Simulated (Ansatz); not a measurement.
From input file to script: NbH₂, space group Fm-3m in Ansatz 0.2.0.

```yaml
crystal:
  lattice:
    - [0.0, 2.2815, 2.2815]
    - [2.2815, 0.0, 2.2815]
    - [2.2815, 2.2815, 0.0]
  atoms:
    - { symbol: Nb, position: [0.0, 0.0, 0.0] }
    - { symbol: H, position: [0.25, 0.25, 0.25] }
    - { symbol: H, position: [0.75, 0.75, 0.75] }
kpoints:
  mp_grid: { grid: [10, 10, 10] }
hamiltonian:
  xc: pbesol
scf:
  occupations: { method: fermi_dirac, width: 0.15 }
relax:
  f_tol: 0.005
  max_steps: 40
  cell: { stress_tol: 0.01, fix: [c, angles] }
output:
  write_potential_components: true
```

Launched from the shell:
```console
$ ansatz run input.yaml --threads 1 --pin off --max-ram 3072MiB --backend cpu --events-out ev --progress --plain --runs-dir out
Warning: crystal.symmetry: narrowed to the stabiliser of the fixed cell quantities (relax.cell.fix) — unitary ops 48 → 4. The narrowing is safe, since a smaller group never makes results wrong: the run goes on under it, on as many k-points as the starting group would need, or more. Excluded: 44 operations that would move a fixed cell quantity at a test [...]
Engine: ansatz 0.2.0, aarch64-unknown-linux-gnu
Pseudopotentials: kind: paw
Pseudopotential: Nb, paw, valence charge 13, recommended cutoff 420 eV (normal), Nb.paw.azcp
Pseudopotential: H, paw, valence charge 1, recommended cutoff 420 eV (normal), H.paw.azcp
Functional definition: PBEsol
  exchange = pbesol_x
  correlation = pbesol_c
Crystal: 3 atoms, lattice volume = 23.752 Å³
Basis set: ecut = 420 eV, 459 PW (Γ), exchange–correlation on 48×48×48 points (8 copies of the dense FFT grid, shifted against one another)
Bands: 12, of which v1, the nominal top of the filled ones, is band 8 counted from 1 (7 counted from 0)
Symmetry: 4 space group operations
k-points: 282 of 1000
Non-local potential: Nb, projectors of the file, l = 0: 3, l = 1: 2, l = 2: 2, l = 3: 1
Non-local potential: H, projectors of the file, l = 0: 2, l = 1: 1
PAW form: soft (Blöchl's): semilocal exchange-correlation on the pseudo side does not see the compensation charge
PAW frozen core: Nb, regenerated for the run's functional, and the local potential with it (the file was generated under x = pbe(κ = 0.804, μ = 0.2195149727645171), c = pbe(β = 0.06672455060314922))
PAW one-centre angular grid: Nb, 590 points (default); XC on 64 Gauss nodes
PAW one-centre angular grid: H, 110 points (default); XC on 64 Gauss nodes
Initial density: superposition of atomic densities (neutral atoms: chi_scale 0, normalization atom), corrected by the library's trained network
Initial wavefunctions: pseudopotential atomic-orbital guess
Functional: x = pbesol(κ = 0.804, μ = 0.12345679012345678), c = pbesol(β = 0.046)
SCF iter   1: F=—  HF=-4527.734105 eV  |F-HF|=—  |Δ(HF+E_count)|=         —  Δρ=7.64e-3  dr2=8.84e-3  ethr=1.77e-3  ⟨swp⟩=5.0  Hψ=17747  notcnv=0
preconditioner: auto → none  [metal: Δε(μ)=0.165 eV  Ē_g=8.725 eV  σ=0.150 eV  W_gap=0.25  n_scr=8 (ndim 8)  ℏωp=20.2 eV  f_vac=0.000  D(μ)=0.98/eV (n_scr^D=8)  sad-step TF]
SCF iter   2: F=—  HF=-4527.732333 eV  |F-HF|=—  |Δ(HF+E_count)|=   1.77e-3  Δρ=4.16e-3  dr2=2.84e-3  ethr=5.89e-5  ⟨swp⟩=1.0  Hψ=5640  notcnv=0
SCF iter   3: F=—  HF=-4527.731461 eV  |F-HF|=—  |Δ(HF+E_count)|=   8.73e-4  Δρ=2.57e-4  dr2=1.02e-5  ethr=1.89e-5  ⟨swp⟩=2.0  Hψ=3824  notcnv=0
SCF iter   4: F=—  HF=-4527.731459 eV  |F-HF|=—  |Δ(HF+E_count)|=   2.03e-6  Δρ=1.21e-4  dr2=2.44e-6  ethr=6.80e-8  ⟨swp⟩=2.0  Hψ=5059  notcnv=0
iter 5 did not close the SCF: its close was put off for the readings that it lacked (scf_convergence_deferred on its scf_iter line)
SCF iter   5: F=-4527.731458 eV  HF=-4527.731458 eV  |F-HF|=5.41e-10  |Δ(HF+E_count)|=   4.86e-7  Δρ=2.65e-5  dr2=5.78e-8  ethr=1.63e-8  ⟨swp⟩=2.1  Hψ=5110  notcnv=0
SCF iter   6: F=-4527.731458 eV  HF=-4527.731458 eV  |F-HF|=3.36e-9  |Δ(HF+E_count)|=   8.28e-9  Δρ=7.91e-6  dr2=6.10e-9  ethr=3.86e-10  ⟨swp⟩=5.4  Hψ=17263  notcnv=0
SCF 1 converged in 6 iterations: F = -4527.731458 eV  dr2 = 6.10e-9
  greatest PAW one-centre occupation: 0.997 electrons in one spin orbital (limit 2), on the Nb atom at site 0 (counted from 0), in its partial waves of l = 0
relax step   1: F+E_penalty+E_count = -4527.73145805 eV  Δ(F+E_penalty+E_count) = +0.000e0 eV  max|allowed force component| = 2.566e-7 eV/Å  Δτ_max = 0.0000 Å  P = -5.091 GPa  Ω = 23.752 Å³  fix = [c, alpha, beta, gamma]  reactions: c -6.222 GPa; alpha -1.225, beta -1.225, gamma -0.245 GPa/rad  (6 SCF iters, dr2 threshold 1.00e-7 eV, accepted)
Crystal: 3 atoms, lattice volume = 22.512 Å³
Basis set: ecut = 420 eV, 427 PW (Γ), exchange–correlation on 48×48×48 points (8 copies of the dense FFT grid, shifted against one another)
Initial density: handed on by an earlier stage of this run
Initial wavefunctions: those handed on with the density
iter 1 solved again at ethr=5.74e-5 eV; its pass at ethr=3.10e-3 eV (dr2=8.60e-3 eV) is discarded
SCF iter   1: F=—  HF=-4527.729342 eV  |F-HF|=—  |Δ(HF+E_count)|=         —  Δρ=7.22e-3  dr2=8.59e-3  ethr=5.74e-5  ⟨swp⟩=1.0  Hψ=24780  notcnv=0
preconditioner: auto → none  [metal: Δε(μ)=0.007 eV  Ē_g=9.193 eV  σ=0.150 eV  W_gap=0.01  n_scr=8 (ndim 8)  ℏωp=20.7 eV  f_vac=0.000  D(μ)=0.91/eV (n_scr^D=8)]
SCF iter   2: F=—  HF=-4527.726479 eV  |F-HF|=—  |Δ(HF+E_count)|=   2.86e-3  Δρ=2.43e-3  dr2=6.92e-4  ethr=5.72e-5  ⟨swp⟩=2.2  Hψ=4375  notcnv=0
SCF iter   3: F=—  HF=-4527.726310 eV  |F-HF|=—  |Δ(HF+E_count)|=   1.68e-4  Δρ=6.00e-4  dr2=4.00e-5  ethr=4.62e-6  ⟨swp⟩=2.5  Hψ=5606  notcnv=0
SCF iter   4: F=—  HF=-4527.726308 eV  |F-HF|=—  |Δ(HF+E_count)|=   2.72e-6  Δρ=1.24e-4  dr2=1.07e-6  ethr=2.67e-7  ⟨swp⟩=2.4  Hψ=4292  notcnv=0
SCF iter   5: F=-4527.726308 eV  HF=-4527.726308 eV  |F-HF|=2.61e-9  |Δ(HF+E_count)|=   5.20e-7  Δρ=1.15e-5  dr2=1.25e-8  ethr=2.00e-9  ⟨swp⟩=7.6  Hψ=17604  notcnv=0
SCF 2 converged in 5 iterations: F = -4527.726308 eV  dr2 = 1.25e-8
relax step   2: F+E_penalty+E_count = -4527.72630824 eV  Δ(F+E_penalty+E_count) = +5.150e-3 eV  max|allowed force component| = 8.084e-3 eV/Å  Δτ_max = 0.0269 Å  P = +5.135 GPa  Ω = 22.512 Å³  energy of the carried Pulay correction = +1.455e-3 eV  fix = [c, alpha, beta, gamma]  (5 SCF iters, dr2 threshold 3.00e-7 eV, rejected (line search))
Crystal: 3 atoms, lattice volume = 23.233 Å³
iter 1 solved again at ethr=2.05e-5 eV; its pass at ethr=3.10e-3 eV (dr2=3.08e-3 eV) is discarded
SCF iter   1: F=—  HF=-4527.742043 eV  |F-HF|=—  |Δ(HF+E_count)|=         —  Δρ=4.30e-3  dr2=3.22e-3  ethr=2.05e-5  ⟨swp⟩=1.8  Hψ=22174  notcnv=0
preconditioner: auto → none  [metal: Δε(μ)=0.036 eV  Ē_g=8.896 eV  σ=0.150 eV  W_gap=0.06  n_scr=8 (ndim 8)  ℏωp=20.4 eV  f_vac=0.000  D(μ)=0.94/eV (n_scr^D=8)]
SCF iter   2: F=—  HF=-4527.740976 eV  |F-HF|=—  |Δ(HF+E_count)|=   1.07e-3  Δρ=1.45e-3  dr2=2.59e-4  ethr=2.05e-5  ⟨swp⟩=2.1  Hψ=4369  notcnv=0
SCF iter   3: F=—  HF=-4527.740915 eV  |F-HF|=—  |Δ(HF+E_count)|=   6.13e-5  Δρ=3.72e-4  dr2=1.63e-5  ethr=1.73e-6  ⟨swp⟩=2.5  Hψ=5590  notcnv=0
SCF iter   4: F=—  HF=-4527.740913 eV  |F-HF|=—  |Δ(HF+E_count)|=   2.08e-6  Δρ=7.90e-5  dr2=4.38e-7  ethr=1.09e-7  ⟨swp⟩=2.4  Hψ=4286  notcnv=0
SCF iter   5: F=—  HF=-4527.740913 eV  |F-HF|=—  |Δ(HF+E_count)|=   1.30e-8  Δρ=6.57e-6  dr2=4.20e-9  ethr=2.92e-9  ⟨swp⟩=1.1  Hψ=3491  notcnv=0
SCF iter   6: F=—  HF=-4527.740913 eV  |F-HF|=—  |Δ(HF+E_count)|=  1.13e-10  Δρ=1.13e-6  dr2=6.52e-11  ethr=2.80e-11  ⟨swp⟩=2.8  Hψ=5663  notcnv=0
SCF iter   7: F=—  HF=-4527.740913 eV  |F-HF|=—  |Δ(HF+E_count)|=  1.91e-11  Δρ=1.02e-7  dr2=1.70e-12  ethr=1.00e-12  ⟨swp⟩=1.1  Hψ=3481  notcnv=0
[... 31 lines left out ...]
SCF iter   1: F=—  HF=-4527.740388 eV  |F-HF|=—  |Δ(HF+E_count)|=         —  Δρ=1.03e-6  dr2=1.20e-10  ethr=2.70e-8  ⟨swp⟩=3.0  Hψ=27593  notcnv=0
eigensolver tolerance schedule: the retry pair's looser diagonalisation over-reported the residual by 33616.91 of it (diagonalisation noise at 0.41 of the residual, at the tolerance the schedule requests for it); recorded, not acted on — ethr = c·dr2/N_el stays at c = 1.0e-1
SCF iter   2: F=—  HF=-4527.740387 eV  |F-HF|=—  |Δ(HF+E_count)|=   6.56e-7  Δρ=4.80e-7  dr2=3.09e-11  ethr=1.00e-12  ⟨swp⟩=3.0  Hψ=6845  notcnv=0
SCF iter   3: F=—  HF=-4527.740387 eV  |F-HF|=—  |Δ(HF+E_count)|=  8.19e-12  Δρ=2.75e-7  dr2=4.74e-12  ethr=1.00e-12  ⟨swp⟩=1.0  Hψ=3384  notcnv=0
SCF iter   4: F=-4527.740387 eV  HF=-4527.740387 eV  |F-HF|=0.00e0  |Δ(HF+E_count)|=  3.64e-12  Δρ=5.07e-8  dr2=4.70e-13  ethr=1.00e-12  ⟨swp⟩=5.2  Hψ=12123  notcnv=0
SCF 7 converged in 4 iterations: F = -4527.740387 eV  dr2 = 4.70e-13
relax step   7: F+E_penalty+E_count = -4527.74038697 eV  Δ(F+E_penalty+E_count) = +2.880e-6 eV  max|allowed force component| = 1.243e-5 eV/Å  Δτ_max = 0.0000 Å  P = -0.917 GPa  Ω = 23.202 Å³  fix = [c, alpha, beta, gamma]  reactions: c -2.749 GPa; alpha -0.608, beta -0.608, gamma +0.042 GPa/rad  stress off target by 3.05e-4 GPa on what of the cell is left [...]
basis re-selected at this cell: Δ(F+E_penalty+E_count) = +2.880e-6 eV, ΔP = -0.000 GPa vs the last step (what re-selecting the basis moved, of the pressure what is left beyond the Pulay correction that the steps carried, after the strain that the cell walked since its last selection, with what the two solves' SCF thresholds leave and, on support functions, [...]
SCF converged after 4 iterations
Free energy (F): -4527.740387 eV
Harris-Foulkes:  -4527.740387 eV  (|F-HF|=0.00e0)
Internal energy: -4527.668028 eV  (E = F + TS)
E sigma→0 (E₀):  -4527.704207 eV
Entropy (-TS):   -0.072359 eV (-24.120 meV/atom)
Fermi energy:    15.406770 eV
--- Per-component energies (eV) ---
  E_band       = -99.416795
  E_kinetic    = 424.022721
  E_local      = -794.143167  (includes V_loc(G=0)·N_el)
  E_nonlocal   = 124.089185
  E_hartree    = 246.803698
  E_xc         = -193.418673
  E_vxc        = -237.279362  (∫ρ·V_xc dr)
  E_paw        = -3018.676264  (= ΣΔE_a)
  E_vpaw       = -109.711136  (= ΣTr[D̂ρ^β])
  E_aug_tail   = -0.002424  (compensation charges beyond the density's cutoff)
  E_ewald      = -1316.531814
  E_core_change = 0.188709  (= ΣΔE_core)
  E_smearing   = -0.072359  (= −TS)
  E_closure    = 0.000000  (closes the sum)
  Σ components = -4527.740387   (vs F -4527.740387, Δ=0.00e0)
--- Forces (eV/Å), atoms counted from 1 ---
  atom   1  Nb     0.00000000     0.00000000     0.00000000
  atom   2  H      0.00000821     0.00000821    -0.00001243
  atom   3  H     -0.00000821    -0.00000821     0.00001243
  max |Σ_I F_I| component: 0.00e0 eV/Å
--- Stress (GPa, compression-positive) ---
       -1.184055      -1.044489       0.520088
       -1.044489      -1.184055       0.520088
        0.520088       0.520088      -0.381773
  P = ⅓ Tr σ = -0.9166 GPa (-9.166 kbar)
--- Band table (eV; the first three rows and the last of 282) ---
  k-point 0: bands = ["-39.8264", "-15.6311", "-15.6074", "-15.6031", "4.6400", "13.9324", "14.0846", "14.0959", "14.3409", "16.7119", "16.7857", "27.8727"]
  k-point 1: bands = ["-39.8178", "-15.7040", "-15.6163", "-15.6120", "4.9154", "12.2266", "14.2052", "14.2261", "16.3936", "16.6153", "16.6814", "26.0025"]
  k-point 2: bands = ["-39.7951", "-15.8927", "-15.6377", "-15.6351", "5.6432", "10.8141", "14.4492", "14.4623", "16.5658", "16.5975", "18.7059", "24.3747"]
  k-point 281: bands = ["-39.7308", "-16.3628", "-15.7120", "-15.7037", "6.9416", "10.5305", "14.1472", "14.2276", "18.0864", "18.2503", "20.5351", "21.7811"]
--- Relaxed structure (5 steps of the walk, 4 accepted, 2 SCFs on fresh bases) ---
  F+E_penalty+E_count = -4527.74038697 eV   max|allowed force component| = 1.243e-5 eV/Å   (the final SCF, on the basis selected at the relaxed cell)
  cell:  # Å, volume = 23.2019 Å³
    - [0.006589187918146901, 2.261538190475341, 2.248330848405427]
    - [2.261538190475341, 0.006589187918146899, 2.248330848405427]
    - [2.281480461801448, 2.281480461801448, -0.013353083407959904]
  atoms:
    - { symbol: Nb, position: [1.1143686445795286e-35, -1.2930437859045163e-35, -1.2672390064846275e-19] }
    - { symbol: H, position: [0.24788382470205483, 0.24788382470205483, 0.25423415012306705] }
    - { symbol: H, position: [0.7521161752979449, 0.7521161752979449, 0.7457658498769328] }
```

Script `nbh2.py`:
```python
from pathlib import Path
import logging
import sys

import ansatz
from ase import Atoms
from ase.data import atomic_numbers
from ase.neighborlist import neighbor_list
import numpy as np
import spglib

logging.basicConfig(stream=sys.stdout, format="[%(levelname)s] %(message)s")
log = logging.getLogger("ansatz_job")
log.setLevel(logging.INFO)

FUNCTIONAL = "pbesol"
SMEARING = "fermi_dirac"
WIDTH_EV = 0.15
FMAX = 0.005

def edges_and_angles(cell):
    cell = np.asarray(cell)
    a, b, c = np.linalg.norm(cell, axis=1)
    cosines = cell[1] @ cell[2] / (b * c), cell[0] @ cell[2] / (a * c), cell[0] @ cell[1] / (a * b)
    return (a, b, c, *np.degrees(np.arccos(cosines)))


def main() -> None:
    lattice = ansatz.Lattice.of(
        [0.0, 2.2815, 2.2815],
        [2.2815, 0.0, 2.2815],
        [2.2815, 2.2815, 0.0],
    )
    sites = [
        ("Nb", [0.0, 0.0, 0.0]),
        ("H", [0.25, 0.25, 0.25]),
        ("H", [0.75, 0.75, 0.75]),
    ]
    system = ansatz.Crystal(lattice=lattice)
    for symbol, position in sites:
        system = system.atom(symbol, position)

    calc = (
        system.calculation()
        .functional(FUNCTIONAL)
        .kpoints(10)
        .occupations(SMEARING, width=WIDTH_EV)
        .relax(force_tolerance=FMAX, max_steps=40, fix_cell=["c", "angles"], stress_tolerance=0.01)
        .potential_components()
    )
    steps = []


    def follow(event):
        if event["event"] != "relax_step":
            return
        row = event["data"]
        steps.append(row)
        log.info(f"step {row['step']:3d}  E = {row['lagrangian_ev']:.5f} eV  largest force component = {row['allowed_force_max_ev_ang']:.4f} eV/A  P = {row['pressure_gpa']:.3f} GPa")


    res = calc.session().plan(threads=1).execute(on_event=follow)
    summary = res.report

    first, last = steps[0], steps[-1]
    symbols = [site.symbol for site in res.lattice.sites]
    log.info(f"energy gained {first['lagrangian_ev'] - last['lagrangian_ev']:.4f} eV in {len(steps) - 1} steps")
    for label, vectors in (("before", first["cell_ang"]), ("after", res.lattice.cell_ang)):
        print(label, "a b c (A) {:.4f} {:.4f} {:.4f}  angles {:.2f} {:.2f} {:.2f}".format(*edges_and_angles(vectors)), f" V = {abs(np.linalg.det(vectors)):.3f} A^3")
    print("final stress xx yy zz (GPa, compression positive):", np.round(np.diag(summary["stress_gpa"]), 3) + 0.0)

    final = Atoms(symbols, positions=last["positions_ang"], cell=res.lattice.cell_ang, pbc=True)
    i, j, d = neighbor_list("ijd", final, 4.5)
    log.info("neighbours within 1.2 times the shortest distance of each atom (A)")
    for atom in range(len(final)):
        near = [m for m in np.argsort(d) if i[m] == atom]
        shell = [m for m in near if d[m] < 1.2 * d[near[0]]]
        print(f"{symbols[atom]}{atom} ({len(shell)}):", ", ".join(f"{symbols[j[m]]} {d[m]:.3f}" for m in shell))

    fractions = [site.position_frac for site in res.lattice.sites]
    numbers = [atomic_numbers[s] for s in symbols]
    for tolerance in (1e-3, 1e-2, 1e-1):
        print(f"space group at {tolerance} A:", spglib.get_spacegroup((res.lattice.cell_ang, fractions, numbers), symprec=tolerance))

    log.info("relaxed fractional positions")
    for site in res.lattice.sites:
        print(f"  {site.symbol:2s}", " ".join(f"{v % 1:8.5f}" for v in np.round(site.position_frac, 5)))

    log.info("atom   start x y z (A)              end x y z (A)")
    for symbol, a, b in zip(symbols, first["positions_ang"], last["positions_ang"]):
        print(f"{symbol:3s}", " ".join(f"{v:8.4f}" for v in a), "  ", " ".join(f"{v:8.4f}" for v in b))

    n_atoms = len(summary["lattice"]["sites"])
    print("F =", round(summary["free_energy_ev"], 4), "eV for", n_atoms, "atoms")
    print("E(sigma -> 0) =", round(summary["energy_sigma0_ev"], 4), "eV, TS =", round(summary["entropy_ts_ev"], 5), "eV")
    print("closed by", summary["closed_by"], "after", summary["n_iterations"], "iterations")

    folder = Path(res.write_results("parts"))
    text = (folder / "v_comp_z.tsv").read_text().splitlines()
    rows = np.array([line.split() for line in text if not line.startswith("#")], dtype=float)
    print(text[0])
    print(np.array2string(rows[:: max(len(rows) // 12, 1)], precision=3, suppress_small=True))


if __name__ == "__main__":
    main()
```

`python nbh2.py` gives:
```text
DeckWarning: basis.ecutwfc = 420 eV, auto-derived from the records' recommended cutoffs: set by Nb (normal level)
DeckWarning: crystal.symmetry: narrowed to the stabiliser of the fixed cell quantities (relax.cell.fix) — unitary ops 48 → 4. The narrowing is safe, since a smaller group never makes results wrong: [...]
[INFO] step   1  E = -4527.73146 eV  largest force component = 0.0000 eV/A  P = -5.091 GPa
[INFO] step   2  E = -4527.72631 eV  largest force component = 0.0081 eV/A  P = 5.135 GPa
[INFO] step   3  E = -4527.74091 eV  largest force component = 0.0020 eV/A  P = -1.161 GPa
[INFO] step   4  E = -4527.74097 eV  largest force component = 0.0008 eV/A  P = -0.926 GPa
[INFO] step   5  E = -4527.74039 eV  largest force component = 0.0009 eV/A  P = -0.936 GPa
[INFO] step   6  E = -4527.74039 eV  largest force component = 0.0000 eV/A  P = -0.917 GPa
[INFO] step   7  E = -4527.74039 eV  largest force component = 0.0000 eV/A  P = -0.917 GPa
[INFO] energy gained 0.0089 eV in 6 steps
before a b c (A) 3.2265 3.2265 3.2265  angles 60.00 60.00 60.00  V = 23.752 A^3
after a b c (A) 3.1890 3.1890 3.2265  angles 60.00 60.00 60.00  V = 23.202 A^3
final stress xx yy zz (GPa, compression positive): [-1.184 -1.184 -0.382]
[INFO] neighbours within 1.2 times the shortest distance of each atom (A)
Nb0 (8): H 1.958, H 1.958, H 1.958, H 1.958, H 1.961, H 1.961, H 1.965, H 1.965
H1 (10): Nb 1.958, Nb 1.958, Nb 1.961, Nb 1.965, H 2.236, H 2.259, H 2.259, H 2.274, H 2.278, H 2.278
H2 (10): Nb 1.958, Nb 1.958, Nb 1.961, Nb 1.965, H 2.236, H 2.259, H 2.259, H 2.274, H 2.278, H 2.278
space group at 0.001 A: C2/m (12)
space group at 0.01 A: C2/m (12)
space group at 0.1 A: Fm-3m (225)
[INFO] relaxed fractional positions
  Nb  0.00000  0.00000  0.00000
  H   0.24788  0.24788  0.25423
  H   0.75212  0.75212  0.74577
[INFO] atom   start x y z (A)              end x y z (A)
Nb    0.0000   0.0000   0.0000     -0.0000  -0.0000   0.0000
H     1.1407   1.1407   1.1407      1.1423   1.1423   1.1113
H     3.4223   3.4223   3.4223      3.4073   3.4073   3.3721
F = -4527.7404 eV for 3 atoms
E(sigma -> 0) = -4527.7042 eV, TS = 0.07236 eV
closed by deck_thresholds after 4 iterations
# z_ang	v_loc[eV]	v_h[eV]	v_xc[eV]
[[  0.    -20.811  16.103 -14.447]
 [  0.269 -17.054  13.848 -14.233]
 [  0.538  -7.564   7.683 -13.501]
 [  0.807   5.285  -0.487 -12.276]
 [  1.076  18.486  -8.145 -10.949]
 [  1.344  27.524 -13.359 -10.15 ]
 [  1.613  30.33  -15.182  -9.944]
 [  1.882  27.524 -13.359 -10.15 ]
 [  2.151  18.486  -8.145 -10.949]
 [  2.42    5.285  -0.487 -12.276]
 [  2.689  -7.564   7.683 -13.501]
 [  2.958 -17.054  13.848 -14.233]]
```
(Warnings from the package without file and line, shortened.)

Caveats:
- Total energies depend on the potentials; only differences at equal settings carry meaning. A total without «per atom» is that of the cell as typed.
- Forces vanish by symmetry, so the ions can't move, and the end may be a saddle.
- Part of the cell is held or a pressure is applied, so the end point needn't be the zero-pressure lattice.
- The mesh is modest for a metal, so energies can be off by several to tens of meV an atom and pressures by half a GPa or more; differences at equal mesh fare better.
- Energies along a relaxation are free energies. Rows at an unchanged volume are solved on a plane-wave basis chosen afresh for that cell, so the energy jumps there and such rows are no steps of the walk.
- Edges and angles are those of the cell as typed, here a primitive one, not of the conventional cell.
- The cell relaxed to the group C2/m; tensors and edges are in the axes of the typed cell.
- The structure is a deposited one; some such entries were measured under pressure or heat, so a shift against it needn't be the functional's error alone.
- The whole script took 24 s on 1 thread of Arm Neoverse V2, on a shared host, peak memory 0.49 GiB.

(Lines on the test bed's own set-up are left out of the output.)
